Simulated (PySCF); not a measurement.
# C3H9GeNSi: the cost of one run

The runs use PySCF 2.14.0, with density-fitted response routines of our own; the level of theory stands in each step. All values are computed, except where a source is named. Atoms count from 0, in the outputs and in this text.

### 1 The molecule as given

15 atoms, charge 0, multiplicity 1; geometry from: GFN2-xTB.

Bonds of the start (Å): C0–N1 1.45, N1–Ge2 1.82, Ge2–C3 1.90, C3–C4 1.21, C4–Si5 1.85, C0–H6 1.09, C0–H7 1.10, C0–H8 1.09, N1–H9 1.01, Ge2–H10 1.52, Ge2–H11 1.50, Si5–H12 1.46, Si5–H13 1.47, Si5–H14 1.47.

### 2 Ultraviolet spectrum: B3LYP/def2-SVPD

Job settings and geometry (Å):

```
{"job": {"kind": "uv", "xc": "B3LYP", "basis": "def2-SVPD", "nstates": 8, "ntriplets": 3}, "charge": 0, "multiplicity": 1}
C     -3.262054    -0.073500    -0.191596
N     -1.832658     0.151487    -0.085287
Ge    -0.630951    -1.062161    -0.699814
C      1.080146    -0.313474    -0.361755
C      2.169791     0.170809    -0.149607
Si     3.837936     0.905809     0.171462
H     -3.792184     0.567375     0.515906
H     -3.660794     0.115993    -1.195368
H     -3.467783    -1.112920     0.063463
H     -1.602845     1.119069    -0.268899
H     -0.733986    -1.415098    -2.173758
H     -0.857796    -2.311514     0.103212
H      4.447172     0.192220     1.296015
H      4.642004     0.749368    -1.043421
H      3.659588     2.324527     0.491881
```

Level: TDDFT B3LYP/def2-SVPD, vertical, gas phase, core orbitals frozen in the response.

Launch:

```
$ OMP_NUM_THREADS=1 python probes_run.py task.json out
```

One launch serves the whole session: the jobs run in the order shown.

Q: Estimate the wall time and peak memory of this job on 1 thread of Arm Neoverse N1, shared host.

About 66 s, with a peak of 1 GiB.
